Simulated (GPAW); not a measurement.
# SiSe (P-6m2) in GPAW: further runs

One crystal, SiSe, is run at these levels: BLYP+D3(op), BLYP+D3(BJ)+ATM; tasks: relaxation of cell and atoms.

Program: GPAW 26.7.0. These are calculated values, not measurements. Logs are shortened: lines on timing, memory, paths and dates and some standing lists are left out, and cuts for length are marked. The log counts tension as positive stress, the text compression.

## (1) Starting point

The structure is hexagonal, space group P-6m2 (No. 187). The conventional cell has a = 3.595 Å, b = 3.595 Å, c = 3.599 Å, α = 90.00°, β = 90.00°, γ = 120.00°. Si (site symmetry -6m2) has 6 Se at 2.75 Å as nearest neighbours. Around Se (site symmetry -6m2) lie 6 Si at 2.75 Å.

The cell was built by a generator and needn't be a form met in nature.

## (2) Relaxation of cell and atoms, BLYP+D3(op)

Input file run.py:

```python
from ase import Atoms
from ase.calculators.mixing import SumCalculator
from ase.filters import FrechetCellFilter
from ase.io import write
from ase.optimize import BFGS
from dftd3.ase import DFTD3
from gpaw import GPAW, PW, setup_paths

setup_paths.insert(0, '.')

atoms = Atoms(['Si', 'Se'],
              cell=[[3.5951980377, 0.0, 0.0],
                    [-1.7975990189, 3.1135328323, 0.0],
                    [0.0, 0.0, 3.59873]],
              scaled_positions=[[0.66667, 0.33333, 0.5],
                                [0.0000033333, -0.0000033333, 0.0]],
              pbc=True)

calc = GPAW(mode=PW(600),
            xc='BLYP',
            kpts={'size': (7, 7, 6), 'gamma': True},
            occupations={'name': 'fermi-dirac', 'width': 0.05},
            nbands=13,
            convergence={'density': 1e-05, 'forces': 0.0001},
            eigensolver='davidson',
            maxiter=150,
            txt='gpaw.txt')
atoms.calc = SumCalculator([calc, DFTD3(method='blyp', damping='d3op')])
opt = BFGS(FrechetCellFilter(atoms), trajectory='relax.traj', logfile='-')
done = opt.run(fmax=0.02, steps=60)
calc.write('gs.gpw')
write('result.traj', atoms)
print('Converged:', done)
print('Cell:', atoms.cell.cellpar().round(4))
print('Volume:', round(atoms.get_volume(), 4))
print(atoms.get_scaled_positions().round(5))
```

Potentials or basis: PAW data sets generated in the run's folder for this functional, pw.

The run is started by

```
$ gpaw-setup -f BLYP Se Si
$ OMP_NUM_THREADS=1 python run.py
```

gpaw.txt:

```text
__  _  _
 | _ |_)|_||  |
 |__||  | ||/\| - 26.7.0

Input parameters:
  mode=PW(ecut=600.0),
  convergence={'density': 1e-05, 'forces': 0.0001},
  eigensolver=Davidson(niter=2),
  kpts=MonkhorstPack(size=(7, 7, 6), gamma=True),
  maxiter=150,
  nbands=13,
  occupations=Occupations(name='fermi-dirac', width=0.05),
  xc=XC(name='BLYP')

Diagonalizing LCAO Hamiltonian
Converting LCAO to pw mode

            Si

       Se

Atoms  # Å, Bohr magnetons
|   | symbol |        x |         y |        z |    initial magnetic moments |
|---|--------|----------|-----------|----------|-----------------------------|
| 0 |     Si | 1.797617 |  1.037834 | 1.799365 | ( 0.0000,  0.0000,  0.0000) |
| 1 |     Se | 0.000018 | -0.000010 | 0.000000 | ( 0.0000,  0.0000,  0.0000) |

Unit cell  # Å
| periodic |         x |        y |        z |  lengths |     angles |
|----------|-----------|----------|----------|----------|------------|
|      yes |  3.595198 | 0.000000 | 0.000000 | 3.595198 |  90.000000 |
|      yes | -1.797599 | 3.113533 | 0.000000 | 3.595198 |  90.000000 |
|      yes |  0.000000 | 0.000000 | 3.598730 | 3.598730 | 120.000000 |

Number of symmetries: 4
Symmetry operations  # r_c * U_cc + t_c -> r_c
|   | kind |            matrix            |
|---|------|------------------------------|
| 0 |  E   |  1, 0, 0,  0, 1, 0,  0, 0, 1 |
| 1 |  σ   |  1, 0, 0,  0, 1, 0,  0, 0,-1 |
| 2 |  σ   |  0,-1, 0, -1, 0, 0,  0, 0, 1 |
| 3 |  C2  |  0,-1, 0, -1, 0, 0,  0, 0,-1 |
[... 133 lines left out ...]
SCF iterations
|iter     | |      energy | eigst |  dens |force |
|---------|-|-------------|-------|-------|------|
|iter:   1| |   -6.851010 | -0.29 |       |      |
|iter:   2| |   -6.844461 | -2.46 | -1.19 |      |
|iter:   3| |   -6.822659 | -2.93 | -1.23 |      |
|iter:   4| |   -6.825498 | -4.09 | -1.79 |      |
|iter:   5| |   -6.825877c| -4.80 | -2.27 |      |
|iter:   6| |   -6.825887c| -5.91 | -2.97 |      |
|iter:   7| |   -6.825887c| -7.04 | -3.76 |      |
|iter:   8| |   -6.825887c| -7.90c| -4.32 |      |
|iter:   9| |   -6.825887c| -8.82c| -5.18c|      |
|iter:  10| |   -6.825887c| -9.68c| -5.75c|-6.60c|
[... 212 lines left out ...]
SCF iterations
|iter     | |      energy | eigst |  dens |force |
|---------|-|-------------|-------|-------|------|
|iter:   1| |   -6.833041 |       |       |      |
|iter:   2| |   -6.832930 | -5.76 | -2.39 |      |
|iter:   3| |   -6.832468c| -4.72 | -2.43 |      |
|iter:   4| |   -6.832451c| -6.09 | -3.37 |      |
|iter:   5| |   -6.832452c| -6.57 | -3.75 |      |
|iter:   6| |   -6.832451c| -7.11 | -4.17 |      |
|iter:   7| |   -6.832451c| -8.50c| -4.96 |      |
|iter:   8| |   -6.832451c| -9.45c| -5.43c|      |
|iter:   9| |   -6.832451c|-10.35c| -6.36c|-6.74c|

Converged in 9 steps
Energy contributions relative to reference atoms: (reference = -74005.906870)

Energy contributions:
  Kinetic:          15.609005
  Coulomb:         -14.447710
  Zero:              0.004370
  External:          0.000000
  Xc:               -7.996043
  Entropy:          -0.004146
  Spinorbit:         0.000000
  ----------------------------
  Free energy:      -6.834524
  Extrapolated:     -6.832451
[... 24 lines left out ...]
Stress tensor  # eV/Ang^3
|         x |         y |         z |
|-----------|-----------|-----------|
| -0.037902 |  0.000000 |  0.000000 |
|  0.000000 | -0.037902 |  0.000000 |
|  0.000000 |  0.000000 | -0.031727 |

Forces  # eV/Ang
|        x |       y |       z |
|----------|---------|---------|
| -0.00000 | 0.00000 | 0.00000 |  # Si   0
| -0.00000 | 0.00000 | 0.00000 |  # Se   1

Interpolating wave functions to new cell

            Si
[... 432 lines left out ...]
No gap
No difference between direct/indirect transitions

Stress tensor  # eV/Ang^3
|         x |         y |        z |
|-----------|-----------|----------|
| -0.005603 | -0.000000 | 0.000000 |
| -0.000000 | -0.005603 | 0.000000 |
|  0.000000 |  0.000000 | 0.018647 |

Forces  # eV/Ang
|        x |        y |       z |
|----------|----------|---------|
| -0.00000 |  0.00000 | 0.00000 |  # Si   0
|  0.00000 | -0.00000 | 0.00000 |  # Se   1
[... 678 lines left out ...]
       Se

Atoms  # Å, Bohr magnetons
|   | symbol |        x |         y |        z |    initial magnetic moments |
|---|--------|----------|-----------|----------|-----------------------------|
| 0 |     Si | 1.877391 |  1.083890 | 1.865886 | ( 0.0000,  0.0000,  0.0000) |
| 1 |     Se | 0.000019 | -0.000011 | 0.000000 | ( 0.0000,  0.0000,  0.0000) |

Unit cell  # Å
| periodic |         x |         y |         z |  lengths |     angles |
|----------|-----------|-----------|-----------|----------|------------|
|      yes |  3.754745 | -0.000000 |  0.000000 | 3.754745 |  90.000000 |
|      yes | -1.877373 |  3.251705 | -0.000000 | 3.754745 |  90.000000 |
|      yes |  0.000000 | -0.000000 |  3.731771 | 3.731771 | 120.000012 |
[... 189 lines left out ...]
No gap
No difference between direct/indirect transitions

Stress tensor  # eV/Ang^3
|         x |         y |        z |
|-----------|-----------|----------|
| -0.007146 | -0.000000 | 0.000000 |
| -0.000000 | -0.007146 | 0.000000 |
|  0.000000 |  0.000000 | 0.013343 |

Forces  # eV/Ang
|        x |        y |       z |
|----------|----------|---------|
| -0.00000 |  0.00000 | 0.00000 |  # Si   0
|  0.00000 | -0.00000 | 0.00000 |  # Se   1
[... 5 lines left out ...]
       Se

Atoms  # Å, Bohr magnetons
|   | symbol |        x |         y |        z |    initial magnetic moments |
|---|--------|----------|-----------|----------|-----------------------------|
| 0 |     Si | 1.879321 |  1.085005 | 1.862513 | ( 0.0000,  0.0000,  0.0000) |
| 1 |     Se | 0.000019 | -0.000011 | 0.000000 | ( 0.0000,  0.0000,  0.0000) |

Unit cell  # Å
| periodic |         x |         y |         z |  lengths |     angles |
|----------|-----------|-----------|-----------|----------|------------|
|      yes |  3.758604 | -0.000000 |  0.000000 | 3.758604 |  90.000000 |
|      yes | -1.879303 |  3.255047 | -0.000000 | 3.758604 |  90.000000 |
|      yes |  0.000000 | -0.000000 |  3.725025 | 3.725025 | 120.000012 |
[... 142 lines left out ...]
SCF iterations
|iter     | |      energy | eigst |  dens |force |
|---------|-|-------------|-------|-------|------|
|iter:   1| |   -6.919081 |       |       |      |
|iter:   2| |   -6.919067 | -5.93 | -2.65 |      |
|iter:   3| |   -6.918965c| -5.31 | -2.67 |      |
|iter:   4| |   -6.918964c| -7.31 | -3.56 |      |
|iter:   5| |   -6.918963c| -8.01c| -3.94 |      |
|iter:   6| |   -6.918964c| -9.02c| -4.71 |      |
|iter:   7| |   -6.918963c| -9.80c| -5.01c|      |
|iter:   8| |   -6.918963c|-10.66c| -5.61c|-6.15c|

Converged in 8 steps
Energy contributions relative to reference atoms: (reference = -74005.906870)

Energy contributions:
  Kinetic:           9.786634
  Coulomb:         -10.222406
  Zero:              0.007959
  External:          0.000000
  Xc:               -6.487294
  Entropy:          -0.007713
  Spinorbit:         0.000000
  ----------------------------
  Free energy:      -6.922820
  Extrapolated:     -6.918963
[... 21 lines left out ...]
No gap
No difference between direct/indirect transitions

Stress tensor  # eV/Ang^3
|         x |         y |        z |
|-----------|-----------|----------|
| -0.006778 | -0.000000 | 0.000000 |
| -0.000000 | -0.006778 | 0.000000 |
|  0.000000 |  0.000000 | 0.011910 |

Forces  # eV/Ang
|        x |        y |       z |
|----------|----------|---------|
| -0.00000 |  0.00000 | 0.00000 |  # Si   0
|  0.00000 | -0.00000 | 0.00000 |  # Se   1
[... 5 lines left out ...]
       Se

Atoms  # Å, Bohr magnetons
|   | symbol |        x |         y |        z |    initial magnetic moments |
|---|--------|----------|-----------|----------|-----------------------------|
| 0 |     Si | 1.882510 |  1.086846 | 1.858870 | ( 0.0000,  0.0000,  0.0000) |
| 1 |     Se | 0.000019 | -0.000011 | 0.000000 | ( 0.0000,  0.0000,  0.0000) |

Unit cell  # Å
| periodic |         x |         y |         z |  lengths |     angles |
|----------|-----------|-----------|-----------|----------|------------|
|      yes |  3.764983 | -0.000000 |  0.000000 | 3.764983 |  90.000000 |
|      yes | -1.882492 |  3.260571 | -0.000000 | 3.764983 |  90.000000 |
|      yes |  0.000000 | -0.000000 |  3.717739 | 3.717739 | 120.000012 |
[... 190 lines left out ...]
No gap
No difference between direct/indirect transitions

Stress tensor  # eV/Ang^3
|         x |         y |        z |
|-----------|-----------|----------|
| -0.006087 | -0.000000 | 0.000000 |
| -0.000000 | -0.006087 | 0.000000 |
|  0.000000 |  0.000000 | 0.010463 |

Forces  # eV/Ang
|        x |        y |       z |
|----------|----------|---------|
| -0.00000 |  0.00000 | 0.00000 |  # Si   0
|  0.00000 | -0.00000 | 0.00000 |  # Se   1
[... 5 lines left out ...]
       Se

Atoms  # Å, Bohr magnetons
|   | symbol |        x |         y |        z |    initial magnetic moments |
|---|--------|----------|-----------|----------|-----------------------------|
| 0 |     Si | 1.883623 |  1.087489 | 1.858326 | ( 0.0000,  0.0000,  0.0000) |
| 1 |     Se | 0.000019 | -0.000011 | 0.000000 | ( 0.0000,  0.0000,  0.0000) |

Unit cell  # Å
| periodic |         x |         y |         z |  lengths |     angles |
|----------|-----------|-----------|-----------|----------|------------|
|      yes |  3.767209 | -0.000000 |  0.000000 | 3.767209 |  90.000000 |
|      yes | -1.883605 |  3.262499 | -0.000000 | 3.767209 |  90.000000 |
|      yes |  0.000000 | -0.000000 |  3.716652 | 3.716652 | 120.000011 |
[... 189 lines left out ...]
No gap
No difference between direct/indirect transitions

Stress tensor  # eV/Ang^3
|         x |         y |        z |
|-----------|-----------|----------|
| -0.005814 |  0.000000 | 0.000000 |
|  0.000000 | -0.005814 | 0.000000 |
| -0.000000 |  0.000000 | 0.010309 |

Forces  # eV/Ang
|        x |        y |       z |
|----------|----------|---------|
| -0.00000 |  0.00000 | 0.00000 |  # Si   0
|  0.00000 | -0.00000 | 0.00000 |  # Se   1

# Writing to gs.gpw (mode='')
```

It took 83 s on 1 thread of AMD EPYC 9R45 (Zen 5), shared host; peak memory 0.29 GiB.

Results:

```
Free energy                            : -8.3125 eV
Relaxed volume                         : 22.84 Å³/atom
Relaxed cell                           : a = 3.767 Å, b = 3.767 Å, c = 3.717 Å, α = 90.00°, β = 90.00°, γ = 120.00°
Space group after relaxing (to 0.05 Å) : P-6m2 (No. 187)
Energy gained by relaxing              : 83.1 meV/atom
Ionic steps                            : 11
Pressure after relaxing                : 0.1 GPa
Band gap on the k mesh                 : none (metal or under the smearing width)
Dispersion energy per atom             : -0.694 eV
```

The path:
```csv
step,energy change (eV),largest force (eV/Å),pressure (GPa),volume (Å³)
1,0.0000,0.0000,1.67,40.28
2,-0.0017,0.0000,1.49,40.47
3,-0.0148,0.0000,2.48,42.03
4,-0.1624,0.0000,-2.11,45.99
5,-0.1114,0.0000,11.12,44.07
6,-0.1653,0.0000,-0.61,45.68
7,-0.1656,0.0000,-0.13,45.60
8,-0.1658,0.0000,0.24,45.56
9,-0.1661,0.0000,0.38,45.57
10,-0.1662,0.0000,0.25,45.64
11,-0.1663,0.0000,0.07,45.68
```

Final structure:
```cif
data_structure
_symmetry_space_group_name_H-M 'P 1'
_symmetry_Int_Tables_number 1
_cell_length_a 3.7672
_cell_length_b 3.7672
_cell_length_c 3.7167
_cell_angle_alpha 90.000
_cell_angle_beta 90.000
_cell_angle_gamma 120.000
_cell_volume 45.68
loop_
_atom_site_label
_atom_site_type_symbol
_atom_site_fract_x
_atom_site_fract_y
_atom_site_fract_z
_atom_site_occupancy
Si1 Si 0.66667 0.33333 0.50000 1
Se1 Se 0.00000 0.00000 0.00000 1
```

Caveat: later steps reuse the first step's grids; pairwise dispersion overbinds metals, which lowers pressure and volume.

## (3) Relaxation of cell and atoms, BLYP+D3(BJ)+ATM

Edit run.py of step 2 so:

```diff
@@ -27,3 +27,3 @@
             txt='gpaw.txt')
-atoms.calc = SumCalculator([calc, DFTD3(method='blyp', damping='d3op')])
+atoms.calc = SumCalculator([calc, DFTD3(damping='d3bj', params_tweaks=dict(method='blyp', atm=True))])
 opt = BFGS(FrechetCellFilter(atoms), trajectory='relax.traj', logfile='-')
```

Potentials or basis: PAW data sets generated in the run's folder for this functional, pw.

The run is started by

```
$ gpaw-setup -f BLYP Se Si
$ OMP_NUM_THREADS=1 python run.py
```

Wall time 22 s (1 thread of AMD EPYC 9R45 (Zen 5), shared host); peak memory 0.23 GiB.

The run converged. Its results:

```
Free energy                            : -8.4203 eV
Relaxed volume                         : 20.20 Å³/atom
Relaxed cell                           : a = 3.603 Å, b = 3.603 Å, c = 3.593 Å, α = 90.00°, β = 90.00°, γ = 120.00°
Space group after relaxing (to 0.05 Å) : P-6m2 (No. 187)
Energy gained by relaxing              : 0.0 meV/atom
Ionic steps                            : 3
Pressure after relaxing                : 0.1 GPa
Band gap on the k mesh                 : none (metal or under the smearing width)
Dispersion energy per atom             : -0.794 eV
```

Final structure:
```
Si Se
1.0
     3.60337    0.00000    0.00000
    -1.80169    3.12061    0.00000
     0.00000    0.00000    3.59338
Si Se
1 1
Direct
  0.66667 0.33333 0.50000
  0.00000 0.00000 0.00000
```

Levels at points of the mesh, in eV from the Fermi level:
| k point | band 3 | band 4 | band 5 | band 6 | band 7 | band 8 |
| --- | --- | --- | --- | --- | --- | --- |
| (0.00, 0.00, 0.00) | -3.53 | -1.73 | -1.73 | 2.95 | 2.95 | 3.96 |
| (0.00, 0.00, 0.50) | -0.69 | -0.69 | 1.67 | 2.04 | 2.72 | 2.72 |

Caveat: later steps reuse the first step's grids; pairwise dispersion overbinds metals, which lowers pressure and volume.
